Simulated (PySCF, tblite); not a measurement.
# C₇H₈N₂: geometry, infrared bands, NMR shifts, spin-spin couplings, electronic excitations and core binding energies

Wanted: the infrared bands, NMR shifts, spin-spin couplings, electronic excitations and core binding energies of C₇H₈N₂ (`C/N=C/c1cccnc1`), by calculation.

Computed with tblite 0.8.0 and PySCF 2.14.0, with density-fitted response routines of our own, on a single molecule in the gas phase. Atoms are numbered from 0 throughout.

### 1 The starting structure

17 atoms, charge 0, multiplicity 1; geometry from: force field or distance geometry start.

Bonds of the start (Å): C0–N1 1.46, N1–C2 1.28, C2–C3 1.46, C3–C4 1.37, C4–C5 1.39, C5–C6 1.37, C6–N7 1.34, N7–C8 1.34, C8–C3 1.40, C0–H9 1.12, C0–H10 1.11, C0–H11 1.09, C2–H12 1.07, C4–H13 1.09, C5–H14 1.07, C6–H15 1.10, C8–H16 1.06.

### 2 Optimising the geometry with GFN2-xTB

What the job is given:

```
{"job": {"kind": "relax", "xc": "GFN2-xTB", "basis": "xTB"}, "charge": 0, "multiplicity": 1}
C      3.288500     0.010800     0.029500
N      1.879500     0.384600     0.156800
C      1.017200    -0.563800     0.156700
C     -0.407300    -0.246700     0.277300
C     -0.892200     1.029200     0.438000
C     -2.258000     1.268200     0.550700
C     -3.078700     0.165600     0.518700
N     -2.576100    -1.073800     0.384700
C     -1.271900    -1.346900     0.260800
H      3.888400     0.353900     0.905600
H      3.675400     0.586100    -0.835600
H      3.358000    -1.061600    -0.152300
H      1.338400    -1.575600     0.052500
H     -0.175300     1.845700     0.443000
H     -2.687100     2.245400     0.669400
H     -4.158200     0.341600     0.630800
H     -0.947400    -2.350700     0.153000
```

The run is started by

```console
$ OMP_NUM_THREADS=1 python probes_run.py task.json out
```

One launch serves the whole session: the jobs run in the order shown.

**Question.** This job is followed by: GFN2-xTB harmonic vibrations, gas phase; PBE0-D3(BJ)/def2-SVP geometry optimisation, gas phase; GIAO PBE0/pcSseg-1 NMR shielding, non-relativistic, gas phase; B3LYP/pcJ-1 indirect spin-spin coupling, non-relativistic, gas phase; TDDFT PBE0/def2-SVPD, vertical, gas phase, core orbitals frozen in the response; GIAO CAM-B3LYP/pcSseg-1 NMR shielding, non-relativistic, gas phase; delta-SCF UKS SCAN, pcX-2 on the ionised atom, pcseg-1 elsewhere, spin-free X2C. Predict these results of the whole session: strongest single infrared mode (GFN2-xTB); zero-point energy (GFN2-xTB); point group; rotational constants (main isotopes); ¹³C shifts against TMS (PBE0/pcSseg-1); ¹H shifts against TMS (PBE0/pcSseg-1, means over atoms taken as alike); ¹⁵N shifts against NH3 (PBE0/pcSseg-1); largest coupling of the table (B3LYP/pcJ-1); lowest singlet (PBE0/def2-SVPD); brightest single state of those computed; lowest triplet; vertical ionisation energy (ΔSCF); vertical electron affinity (ΔSCF); C1s binding energies, SCAN/pcX-2 (standing for 4 of 7 atoms); N1s binding energies, SCAN/pcX-2; range of the shift of N7.

The runs gave:

| quantity | value |
| --- | --- |
| strongest single infrared mode (GFN2-xTB) | 2812 cm⁻¹, 103 km/mol |
| zero-point energy (GFN2-xTB) | 83.5 kcal/mol |
| point group | Cs |
| rotational constants (main isotopes) | 5.26, 0.91, 0.78 GHz |
| ¹³C shifts against TMS (PBE0/pcSseg-1) | 163.6, 157.7, 157.7, 139.5, 135.5, 128.5, 51.5 ppm |
| ¹H shifts against TMS (PBE0/pcSseg-1, means over atoms taken as alike) | 8.76, 8.71, 8.67, 8.09, 7.31, 3.72 ppm |
| ¹⁵N shifts against NH3 (PBE0/pcSseg-1) | 378.7, 359.9 ppm |
| largest coupling of the table (B3LYP/pcJ-1) | ¹J(C,H) C6–H15, 187.2 Hz |
| lowest singlet (PBE0/def2-SVPD) | 4.28 eV (290 nm), f = 0.001 |
| brightest single state of those computed | state 8, 6.88 eV, f = 0.398 |
| lowest triplet | 3.40 eV |
| vertical ionisation energy (ΔSCF) | 9.06 eV |
| vertical electron affinity (ΔSCF) | 0.05 eV |
| C1s binding energies, SCAN/pcX-2 (standing for 4 of 7 atoms) | C0 291.44, C8 291.11, C3 290.70, C5 290.56 eV |
| N1s binding energies, SCAN/pcX-2 | N7 404.54, N1 404.19 eV |
| range of the shift of N7 | 359.9 to 369.5 ppm |

What this shows: The optimisation took 40 steps and gained 0.378 eV; among the close pairs (by a distance rule), C0–N1 changed most, from 1.463 to 1.424 Å (GFN2-xTB). All 45 modes are real, so the xTB geometry is a minimum. The strongest single mode, at 2812 cm⁻¹, moves mainly H12. GFN2-xTB is a fitted tight-binding method: band positions and strengths are rough. Its intensities can rank the bands wrongly. The optimisation took 5 steps and gained 0.048 eV; among the close pairs (by a distance rule), C8–H16 changed most, from 1.083 to 1.098 Å (PBE0/def2-SVP). NICS(1)zz of -27 ppm above the planar ring from C3 marks a diatropic (aromatic) ring current. In the run at B3LYP/pcJ-1, the largest coupling of the table is C6–H15, 187.2 Hz, of which the Fermi-contact term gives 186.5 Hz. Couplings across rotatable bonds belong to this one conformer; where others are populated, the observed values are averages. The lowest singlet, at 4.28 eV, is HOMO−1→LUMO 0.82, HOMO−2→LUMO 0.14 and is weak; of the 10 states computed, the strongest absorption comes from state 8 at 6.88 eV. The lowest triplet lies 0.88 eV below the lowest singlet (triplets in Tamm-Dancoff, singlets in full TDDFT). The orbital energy would give 7.37 eV for ionisation, ΔSCF gives 9.06 eV. The N1s levels kept as sound span 0.35 eV, from N1 (imine nitrogen) up to N7 (pyridine-type ring nitrogen). Across the 2 runs the shift of N7 moves most, between 359.9 (PBE0/pcSseg-1) and 369.5 ppm (CAM-B3LYP/pcSseg-1).
